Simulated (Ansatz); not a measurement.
# C2H7AsSi: the cost of one run

Program: the Python package of Ansatz 0.2.0. The levels of theory stand in the script. These are calculated values, not measurements.

### Step 1. The structure

Bond lengths: C1–C2 1.277 Å, C2–Si3 1.833 Å, Si3–As4 2.351 Å, C1–H5 1.099 Å, C1–H6 1.159 Å, C2–H7 1.105 Å, Si3–H8 1.410 Å, Si3–H9 1.535 Å, As4–H10 1.518 Å, As4–H11 1.617 Å. Angles (14 of 15 angles, heavy atoms first): C1–C2–Si3 118.9°, C2–Si3–As4 110.4°, C1–C2–H7 122.2°, Si3–C2–H7 118.9°, C2–C1–H5 126.0°, C2–C1–H6 119.8°, C2–Si3–H8 111.5°, C2–Si3–H9 107.6°, As4–Si3–H8 111.8°, As4–Si3–H9 107.5°, Si3–As4–H10 91.6°, Si3–As4–H11 88.4°, H5–C1–H6 114.2°, H8–Si3–H9 107.9°.

No structure file is read: the coordinates are typed or built in the script.

### Step 2. Script

File c2h7assi_disp.py:

```python
"""Size of D3 and D4 in C2H7AsSi."""

import warnings

import ansatz as az
from ase import Atoms

BASIS_SET = "def2-SVP"

warnings.simplefilter("ignore", az.DeckWarning)

atoms = Atoms(["C", "C", "Si", "As", "H", "H", "H", "H", "H", "H", "H"], positions=[
    (-1.1557, 1.1563, -0.1486),
    (-0.2036, 0.8791, 0.6553),
    (0.3531, -0.8612, 0.8027),
    (1.3006, -1.5925, -1.2209),
    (-1.7046, 0.437, -0.7723),
    (-1.5339, 2.248, -0.2379),
    (0.3094, 1.6559, 1.2507),
    (-0.6945, -1.7047, 1.2246),
    (1.4548, -0.9068, 1.8706),
    (1.9881, -0.2556, -1.4304),
    (-0.0483, -1.1125, -1.9732),
])
mol = az.Crystal.molecule_from_ase(atoms)

setup = mol.calculation().basis(gaussian=BASIS_SET)
for name in ["pbe0", "b3lyp"]:
    for correction in ("d3bj", "d4"):
        data = setup.functional(name, dispersion=correction).run().report
        print(f"{name:8s} {correction:5s} total {data['free_energy_ev']:.5f} eV, of which dispersion {1000 * data['dispersion']['energy']['ev']:.2f} meV")
```

### Step 3. The input behind the calls

The package turns the script's settings into the engine's input (first run):

```yaml
crystal:
  periodic: [false, false, false]
  atoms:
    - { symbol: C, position_ang: [-1.1557, 1.1563, -0.1486] }
    - { symbol: C, position_ang: [-0.2036, 0.8791, 0.6553] }
    - { symbol: Si, position_ang: [0.3531, -0.8612, 0.8027] }
    - { symbol: As, position_ang: [1.3006, -1.5925, -1.2209] }
    - { symbol: H, position_ang: [-1.7046, 0.437, -0.7723] }
    - { symbol: H, position_ang: [-1.5339, 2.248, -0.2379] }
    - { symbol: H, position_ang: [0.3094, 1.6559, 1.2507] }
    - { symbol: H, position_ang: [-0.6945, -1.7047, 1.2246] }
    - { symbol: H, position_ang: [1.4548, -0.9068, 1.8706] }
    - { symbol: H, position_ang: [1.9881, -0.2556, -1.4304] }
    - { symbol: H, position_ang: [-0.0483, -1.1125, -1.9732] }
basis:
  gaussian:
    orbitals: def2-SVP
hamiltonian:
  xc: pbe0
  dispersion: d3bj
```

### Step 4. Launch

Command:

```
python c2h7assi_disp.py
```

Q: Estimate wall time and peak memory on 1 thread of Arm Neoverse V1, shared host.

About 20 s, with a peak of 0.32 GiB.
